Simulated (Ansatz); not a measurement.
# CH5BSSi: the cost of one run

Method: UKS LDA/def2-SVP, in Ansatz 0.2.0.

**1. The starting structure**

Bond lengths: C1–B2 1.384 Å, B2–Si3 1.923 Å, Si3–S4 2.189 Å, C1–H5 1.080 Å, C1–H6 1.080 Å, Si3–H7 1.464 Å, Si3–H8 1.470 Å, S4–H9 1.325 Å. Angles: C1–B2–Si3 174.0°, B2–C1–H5 124.8°, B2–C1–H6 124.6°, H5–C1–H6 110.5°, B2–Si3–S4 102.4°, B2–Si3–H7 120.8°, B2–Si3–H8 119.0°, S4–Si3–H7 100.0°, S4–Si3–H8 104.5°, H7–Si3–H8 106.8°, Si3–S4–H9 96.6°.

Coordinates:

```xyz
9

C    -2.0019    0.5060   -0.0721
B    -0.7445    0.0898    0.3279
Si    1.0546   -0.4854    0.6883
S     1.9035   -0.6559   -1.3218
H    -2.7820    0.8408    0.5949
H    -2.3417    0.5340   -1.0970
H     1.3246   -1.8328    1.1933
H     1.9664    0.4246    1.3974
H     1.6210    0.5788   -1.7110
```

**2. Relaxing end A**

input.yaml reads:

```yaml
crystal:
  periodic: [false, false, false]
  atoms:
    - { symbol: C, position_ang: [-2.00188, 0.50603, -0.07212] }
    - { symbol: B, position_ang: [-0.74447, 0.08982, 0.32794] }
    - { symbol: Si, position_ang: [1.0546, -0.4854, 0.68831] }
    - { symbol: S, position_ang: [1.90349, -0.65585, -1.32178] }
    - { symbol: H, position_ang: [-2.78203, 0.84078, 0.59488] }
    - { symbol: H, position_ang: [-2.34169, 0.53397, -1.09695] }
    - { symbol: H, position_ang: [1.32456, -1.83277, 1.19335] }
    - { symbol: H, position_ang: [1.9664, 0.42462, 1.39736] }
    - { symbol: H, position_ang: [1.62102, 0.57881, -1.71099] }
magnetization:
  spin_polarized: true
basis:
  gaussian: { orbitals: def2-SVP }
hamiltonian:
  xc: lda
relax:
  f_tol: 0.02
  max_steps: 50
output:
  orbitals: {}
```

The run is started by

```bash
> ansatz run input.yaml --threads 2 --pin off --max-ram 3072MiB --backend cpu --events-out ev --progress --plain --runs-dir out
```

**Question.** How long does this run take on 2 threads of Arm Neoverse N1, shared host, and how much memory does it need?

About 30 s, with a peak of 0.16 GiB.
